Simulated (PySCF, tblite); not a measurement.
# C3H9Si radical: geometry, infrared bands and EPR parameters

Aim: predict the infrared bands and EPR parameters of C3H9Si radical (`[CH2][SiH](C)C`).

The runs use tblite 0.8.0 and PySCF 2.14.0, with density-fitted response routines of our own; the level of theory stands in each step. All values are computed, except where a source is named. Atoms count from 0, in the outputs and in this text.

### Step 1. The starting structure

13 atoms, charge 0, multiplicity 2; geometry from: force field or distance geometry start.

Bonds of the start (Å): C0–Si1 1.87, Si1–C2 1.85, Si1–C3 1.85, C0–H4 1.11, C0–H5 1.13, Si1–H6 1.47, C2–H7 1.10, C2–H8 1.12, C2–H9 1.11, C3–H10 1.11, C3–H11 1.12, C3–H12 1.12.

### Step 2. Optimising the geometry with GFN2-xTB

Job settings and geometry (Å):

```
{"job": {"kind": "relax", "xc": "GFN2-xTB", "basis": "xTB"}, "charge": 0, "multiplicity": 2}
C      0.092800     1.906800    -0.252000
Si     0.087900     0.050900    -0.470700
C     -1.487400    -0.615100     0.226700
C      1.617800    -0.733700     0.210600
H      0.235200     2.204100     0.804600
H     -0.916700     2.245100    -0.621900
H      0.066600    -0.220600    -1.917900
H     -1.559300    -0.545900     1.323400
H     -2.323500     0.020300    -0.175000
H     -1.741500    -1.641500    -0.118800
H      2.482700    -0.099400    -0.079700
H      1.817000    -1.724600    -0.276400
H      1.624200    -0.845800     1.329300
```

The run is started by

```sh
$ OMP_NUM_THREADS=1 python probes_run.py task.json out
```

This one command runs all jobs of the session in turn.

What it wrote:

```text
step      E/eV     max force
  0    -343.21483    2.409
  1    -343.45430    1.432
  2    -343.53640    0.911
  3    -343.59672    0.695
  4    -343.67279    0.622
  5    -343.70132    0.432
  6    -343.71291    0.267
  7    -343.72199    0.281
  8    -343.72932    0.263
  9    -343.73595    0.220
 10    -343.74117    0.148
 11    -343.74557    0.149
 12    -343.74949    0.193
 13    -343.75382    0.236
 14    -343.75884    0.189
 15    -343.76428    0.226
 16    -343.77020    0.230
 17    -343.77721    0.242
 18    -343.78514    0.236
 19    -343.79258    0.232
 20    -343.79855    0.237
 21    -343.80302    0.158
 22    -343.80630    0.143
 23    -343.80851    0.106
 24    -343.80986    0.086
 25    -343.81096    0.091
 26    -343.81208    0.106
 27    -343.81295    0.074
 28    -343.81356    0.065
 29    -343.81390    0.042
 30    -343.81423    0.043
 31    -343.81452    0.051
 32    -343.81497    0.048
 33    -343.81528    0.043
 34    -343.81551    0.042
 35    -343.81567    0.039
 36    -343.81580    0.025
 37    -343.81587    0.016
 38    -343.81591    0.015
 39    -343.81595    0.015
 40    -343.81602    0.024
 41    -343.81611    0.029
 42    -343.81625    0.034
 43    -343.81643    0.038
 44    -343.81666    0.038
 45    -343.81691    0.043
 46    -343.81713    0.035
 47    -343.81729    0.032
 48    -343.81747    0.032
 49    -343.81772    0.040
 50    -343.81803    0.057
 51    -343.81831    0.051
 52    -343.81851    0.039
 53    -343.81866    0.027
 54    -343.81880    0.025
 55    -343.81892    0.028
 56    -343.81902    0.028
 57    -343.81913    0.033
 58    -343.81934    0.041
 59    -343.81975    0.061
 60    -343.82035    0.083
 61    -343.82052    0.093
 62    -343.82134    0.038
 63    -343.82147    0.031
 64    -343.82156    0.029
 65    -343.82167    0.026
 66    -343.82183    0.041
 67    -343.82199    0.032
 68    -343.82205    0.020
 69    -343.82207    0.012
 70    -343.82209    0.009
```

It took 0.32 s on 1 thread of Arm Neoverse V1, shared host.

Along the way: (not every step is listed)

```csv
step,energy from step 0 (eV),largest force (eV/Å)
0,0.0000,2.4094
1,-0.2395,1.4318
2,-0.3216,0.9110
3,-0.3819,0.6945
4,-0.4580,0.6220
5,-0.4865,0.4316
6,-0.4981,0.2674
7,-0.5072,0.2811
8,-0.5145,0.2630
13,-0.5390,0.2363
18,-0.5703,0.2357
23,-0.5937,0.1063
28,-0.5987,0.0649
33,-0.6004,0.0430
38,-0.6011,0.0149
43,-0.6016,0.0382
48,-0.6026,0.0322
53,-0.6038,0.0271
58,-0.6045,0.0406
63,-0.6066,0.0314
65,-0.6068,0.0264
66,-0.6070,0.0408
67,-0.6072,0.0324
68,-0.6072,0.0202
69,-0.6072,0.0120
70,-0.6073,0.0091
```

Close pairs (by a distance rule), those that changed most:

```csv
bond,before (Å),after (Å),change (Å)
Si1–C2,1.847,1.912,+0.065
Si1–C3,1.849,1.901,+0.052
C0–H5,1.127,1.076,-0.051
C2–H8,1.124,1.085,-0.039
C3–H12,1.124,1.086,-0.038
C3–H11,1.122,1.086,-0.036
C0–H4,1.107,1.076,-0.031
C2–H9,1.112,1.086,-0.027
```

The end geometry stands in the next job.

### Step 3. Vibrational analysis with GFN2-xTB

Job settings and geometry (Å):

```
{"job": {"kind": "ir", "xc": "GFN2-xTB", "basis": "xTB"}, "charge": 0, "multiplicity": 2}
C     -0.025262     1.906844    -0.076598
Si     0.011878     0.112136    -0.513949
C     -1.546431    -0.763515     0.164306
C      1.562272    -0.699879     0.228309
H      0.723814     2.380695     0.533309
H     -0.804874     2.566185    -0.415876
H      0.015230    -0.068229    -1.980394
H     -1.615864    -0.673776     1.244292
H     -2.446273    -0.331976    -0.262241
H     -1.536525    -1.821226    -0.081299
H      2.466773    -0.268959    -0.189573
H      1.586449    -1.766658     0.025885
H      1.604425    -0.571155     1.306100
```

What it wrote:

```text
mode    cm-1     km/mol
  1      37.4      1.61
  2     108.9      0.04
  3     124.7      0.03
  4     178.3      1.94
  5     180.6      1.52
  6     219.1      7.06
  7     515.3     53.58
  8     606.0     62.57
  9     625.0     65.20
 10     669.1     22.95
 11     706.2     23.84
 12     756.5     24.29
 13     795.7     16.16
 14     800.4      1.07
 15     835.1    140.36
 16     843.9    150.85
 17     881.3    188.66
 18    1358.1      4.87
 19    1379.6      8.31
 20    1393.6      0.63
 21    1488.2      0.18
 22    1492.1      0.22
 23    1495.8      0.05
 24    1500.3      0.08
 25    2122.9    304.24
 26    3036.4     14.68
 27    3038.2      6.46
 28    3041.1     56.43
 29    3042.8     35.47
 30    3046.9     23.29
 31    3049.8     35.65
 32    3093.7     10.24
 33    3134.1     34.66
```

It took 0.29 s on 1 thread of Arm Neoverse V1, shared host.

Which atoms move in the most intense modes:

```csv
cm⁻¹,km/mol,atoms
515,53.6,"H5 38 %, H4 35 %, C0 23 %"
606,62.6,H6 78 %
625,65.2,H6 82 %
835,140.4,"H10 39 %, H12 18 %, C3 15 %, Si1 13 %"
844,150.8,"H7 25 %, H8 20 %, Si1 12 %, C2 11 %"
881,188.7,"Si1 32 %, C0 18 %, H11 10 %, H9 10 %"
2123,304.2,H6 97 %
3041,56.4,"H7 55 %, H9 24 %"
```

### Step 4. EPR parameters: B3LYP/pcH-1

The job, as its differences from that of step 3:

```diff
@@ -1,2 +1,2 @@
-{"job": {"kind": "ir", "xc": "GFN2-xTB", "basis": "xTB"}, "charge": 0, "multiplicity": 2}
+{"job": {"kind": "epr", "basis": "pcH-1"}, "charge": 0, "multiplicity": 2}
 C     -0.025262     1.906844    -0.076598
```

With the program's defaults for keys left out, this is: UKS B3LYP, pcH-1 on C H Si, non-relativistic, mean-field spin-orbit, GIAO.

What it wrote:

```text
UKS, coarse grid
  cycle   1  E = -409.15610878  |g| = 3.75e-01
  cycle   2  E = -409.12915344  |g| = 4.32e-01
  cycle   3  E = -409.22460855  |g| = 2.68e-02
  cycle   4  E = -409.22491210  |g| = 1.61e-02
  cycle   5  E = -409.22504452  |g| = 3.53e-03
  cycle   6  E = -409.22505248  |g| = 1.19e-03
  cycle   7  E = -409.22505347  |g| = 3.81e-04
UKS, final grid
  cycle   1  E = -409.22505647  |g| = 4.11e-04
  cycle   2  E = -409.22505642  |g| = 5.38e-04
  cycle   3  E = -409.22505657  |g| = 3.37e-05
  cycle   4  E = -409.22505657  |g| = 1.64e-05
E = -409.22505657 Eh   <S^2> = 0.7533 (exact 0.7500)
g shifts (ppm)      1          2          3
  rmc          -124       -124       -124
  gc              4         34         26
  oz_so           2        565        598
  total        -118        475        500
hyperfine (MHz)  atom isotope    a_iso     a_fc   dipolar eigenvalues
    0   13C      79.66      79.76    -76.39    -76.01    152.40
    1  29Si      45.30      45.38     -2.31      0.17      2.14
    2   13C      33.57      33.57     -3.34     -3.14      6.47
    3   13C      -1.21      -1.20     -0.58     -0.28      0.86
    4    1H     -58.45     -58.46    -37.24     -0.51     37.75
    5    1H     -57.66     -57.67    -37.13     -0.71     37.83
    6    1H      57.28      57.28     -3.44     -1.81      5.25
    7    1H      -2.17      -2.17     -3.45     -1.24      4.68
    8    1H      -2.26      -2.26     -2.97     -1.37      4.34
    9    1H       9.12       9.12     -2.28     -1.12      3.40
   10    1H      -0.05      -0.05     -1.92     -1.83      3.75
   11    1H      -1.51      -1.51     -1.16     -1.01      2.17
   12    1H      -0.34      -0.34     -1.98     -1.87      3.84
```

It took 35 s on 1 thread of Arm Neoverse V1, shared host; peak memory 0.67 GiB.

Principal g values 2.00220, 2.00279, 2.00282; g(iso) = 2.00261, against 2.00232 for a free electron.

Mean a(iso) over the nuclei that a row names, and the largest dipolar term of the row (other rows stand at the frozen geometry):

```csv
nuclei,isotope,a(iso) (MHz),"a(iso) (G, at g = 2.0023)",largest dipolar term (MHz)
C0,13C,79.7,28.4,152.4
"H4, H5",1H,-58.1,-20.7,37.8
H6,1H,57.3,20.4,5.3
Si1,29Si,45.3,16.2,-2.3
"C2, C3",13C,16.2,5.8,6.5
"H7, H8, H9, H10, H11, H12",1H,0.5,0.2,4.7
```

Mulliken spin populations:

C0 1.05; Si1 -0.03; C2 0.03; C3 0.00; H4 -0.04; H5 -0.04; H6 0.03; H7 0.00; H8 0.00; H9 0.01; H10 0.00; H11 0.00; H12 0.00

In first order the couplings over 0.8 MHz of 1H give 6 distinct lines over 61.9 G, if the averaged nuclei exchange fast; the same motion can average rows kept apart here too.

The fields below are evaluated on a grid from the run's orbitals.

ELF in a plane through or near 7 of the atoms.

Ten even steps from ' ' (0.00) to '@' (0.99):
```
                                                        
                                                        
                                                        
                                                        
              ..--**==..        ++####==::              
            ..##@@@@@@##      --@@@@@@@@**..            
            ::%%@@@@@@%%..    ==@@@@@@@@**..            
          ....++##@@%%**::  ..--##%%%%**==--::          
        ::++**##++++::####==++%%##..==%%@@@@@@++..      
      ..++@@@@@@%%==##@@**....++@@%%**@@@@@@@@##::      
      ..++@@@@@@%%++##%%::    ..##**==%%@@@@@@++..      
        ..==++==::  ..::++******--..  ..::==--          
                    ..--##%%%%%%++::                    
                  ::**####--====%%%%++                  
                  ==%%@@%%****@@@@@@@@--                
                  ::**##**==**@@@@@@@@==                
                    ......  ::++%%%%++                  
                                                        
                                                        
                                                        
```
The map spans 10.1 Å across and 10.3 Å up, centred on the molecule. Atoms in the plane (x, y in Å): C0 (0.1, -1.9), C2 (1.5, 0.8), C3 (-1.6, 0.7), H5 (0.9, -2.6), H8 (2.5, 0.4), H9 (1.5, 1.8), H11 (-1.6, 1.7).

log10 of the density (e/Å³) in the same plane.

Ten even steps from ' ' (-4.0) to '@' (1.5):
```
                                                        
                                                        
                                                        
              ..........    ......::::....              
          ..::::--------::::::----====----::..          
        ..::--==++++++==------==++++++++==--::....      
      ..::--==++******++======++**####**++==--::..      
    ..::--==++****####**++++++**######****++==--::..    
    ..----++++**##@@%%##********##%%@@####**++==--..    
    ..--==++**##########********##########**++==--..    
    ..::--++++************####************++==--::..    
      ::::--======++++++**********++======----::..      
        ..::::----==++**########**++==----::....        
            ..::--==++**##%%@@####**++--::..            
              ::--==++**##########**++--::..            
              ..::--==++++**********==--::..            
                ..::----============--::..              
                  ....::::::::::::::..                  
                        ............                    
                                                        
```
The map spans 10.1 Å across and 10.3 Å up, centred on the molecule. Atoms in the plane (x, y in Å): C0 (0.1, -1.9), C2 (1.5, 0.8), C3 (-1.6, 0.7), H5 (0.9, -2.6), H8 (2.5, 0.4), H9 (1.5, 1.8), H11 (-1.6, 1.7).

On the surface of density 0.002 e/bohr³ the electrostatic potential runs, from the 1st to the 99th percentile, from -0.27 V near C0 to 0.78 V near H5.

The spin density lies nearest to C0 69 %; H4, H5 about 10 % each.

### Step 5. What came out

| quantity | value |
| --- | --- |
| strongest single infrared mode (GFN2-xTB) | 2123 cm⁻¹, 304 km/mol |
| zero-point energy (GFN2-xTB) | 65.2 kcal/mol |
| g(iso) (B3LYP) | 2.00261 |
| ⟨S²⟩ | 0.753 (exact 0.75) |
| largest a(iso) (averaged by class) | 13C on C0, 79.7 MHz |
| potential on the surface of density 0.002 e/bohr³, 1st and 99th percentile | -0.27 V and 0.78 V |

**Reading.** Over 70 steps the energy fell by 0.607 eV; of the close pairs, Si1–C2 changed most, 1.847 to 1.912 Å. All 33 modes are real, so the xTB geometry is a minimum. The strongest single mode, at 2123 cm⁻¹, moves mainly H6. GFN2-xTB is a fitted tight-binding method: band positions and strengths are rough. Its intensities can rank the bands wrongly. Most of the unpaired spin sits on C0 (1.05 e). The isotropic g lies 0.3 ppt above the free-electron value. These values are for one conformer; the search (at its own cheap level) found 1 more, at 0.21 kcal/mol, and measured spectra average over such forms.
